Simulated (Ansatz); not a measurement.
**Sr2SO: a listed cell, distorted in several ways**

Aim: see how energy, forces, stress and gap of Sr2SO answer to swapped elements, distortions that keep the symmetry. Nothing is relaxed unless a step says so.

Program: Ansatz 0.2.0. Level of theory: DFT PBEsol, scalar-relativistic, plane waves, PAW. These are calculated values, not measurements.

**1. The structure to begin with**

The structure is tetragonal, space group P4/mmm (No. 123). The conventional cell has a = 4.043 Å, b = 4.043 Å, c = 5.718 Å, α = 90.00°, β = 90.00°, γ = 90.00°. Sr (site symmetry 4/mmm) has 2 S at 2.86 Å and 4 O at 2.86 Å as nearest neighbours. Sr (site symmetry 4/mmm) has 2 O at 2.86 Å and 4 S at 2.86 Å as nearest neighbours. S (site symmetry 4/mmm) is surrounded by 6 Sr at 2.86 Å. Around O (site symmetry 4/mmm) lie 6 Sr at 2.86 Å.

Coordinates:

```
CELL_PARAMETERS angstrom
4.04324 0.00000 0.00000
0.00000 4.04324 0.00000
0.00000 0.00000 5.71800
ATOMIC_POSITIONS crystal
Sr 0.00000 0.00000 0.00000
Sr 0.50000 0.50000 0.50000
S 0.00000 0.00000 0.50000
O 0.50000 0.50000 0.00000
```

The structure comes from the Materials Project (structure only).

**2. One element swapped, cell strained: O → Se, first probe**

Against the listed cell: Se takes all sites of O, and lengths are scaled by 1.058 as a first guess of the size; strain xx, yy, zz, yz, xz, xy = -5.3, -5.3, +0.7, +0.0, +0.0, +0.0 %.

Input file input.yaml:

```yaml
crystal:
  lattice:
    - [4.0521352349, 0.0, 0.0]
    - [0.0, 4.0521352349, 0.0]
    - [0.0, 0.0, 6.0934782492]
  atoms:
    - { symbol: Sr, position: [0.0, 0.0, 0.0] }
    - { symbol: Sr, position: [0.5, 0.5, 0.5] }
    - { symbol: S, position: [0.0, 0.0, 0.5] }
    - { symbol: Se, position: [0.5, 0.5, 0.0] }
basis:
  ecutwfc: 420
kpoints:
  mp_grid: { grid: [4, 4, 4] }
hamiltonian:
  xc: pbesol
scf:
  occupations: { method: gaussian, width: 0.1 }
output:
  forces: true
  stress: true
  eigenvalues: true
```

Launch:

```sh
ansatz run input.yaml --threads 1 --pin off --max-ram 1331MiB --backend cpu --events-out ev --progress --plain --runs-dir out
```

**3. One element swapped, cell strained: O → Se**

input.yaml: that of step 2 with these lines changed.

```diff
@@ -13,3 +13,3 @@
 kpoints:
-  mp_grid: { grid: [4, 4, 4] }
+  mp_grid: { grid: [8, 8, 6] }
 hamiltonian:
@@ -17,3 +17,3 @@
 scf:
-  occupations: { method: gaussian, width: 0.1 }
+  occupations: { method: gaussian, width: 0.02 }
 output:
@@ -22 +22,2 @@
   eigenvalues: true
+  populations: true
```

**4. A distortion that keeps the symmetry**

Input file input.yaml:

```yaml
crystal:
  lattice:
    - [4.1095056544, 0.0, 0.0]
    - [0.0, 4.1095056544, 0.0]
    - [0.0, 0.0, 5.72594802]
  atoms:
    - { symbol: Sr, position: [0.0, 0.0, 0.0] }
    - { symbol: Sr, position: [0.5, 0.5, 0.5] }
    - { symbol: S, position: [0.0, 0.0, 0.5] }
    - { symbol: O, position: [0.5, 0.5, 0.0] }
basis:
  ecutwfc: 420
kpoints:
  mp_grid: { grid: [8, 8, 6] }
hamiltonian:
  xc: pbesol
scf:
  occupations: { method: gaussian, width: 0.02 }
output:
  forces: true
  stress: true
  eigenvalues: true
```

Before running it: what results should come out? Wanted: for each run, case; energy; pressure; largest force.

**Answer**, as computed:

| step | case | energy (meV/atom) | pressure (GPa) | largest force (eV/Å) | gap on the mesh (eV) |
| --- | --- | --- | --- | --- | --- |
| 3 | one element swapped, cell strained: O → Se | n/a | 8.2 | 0.00 | 1.73 |
| 4 | a distortion that keeps the symmetry | +0.0 | -4.3 | 0.00 | 2.17 |

Energies are counted from step 4, with the smearing taken to zero. Other atoms or functionals have another zero of energy (n/a). 

In words: 

These are semilocal Kohn-Sham gaps, which aren't the measured quantity. Such gaps usually fall short of the measured ones.
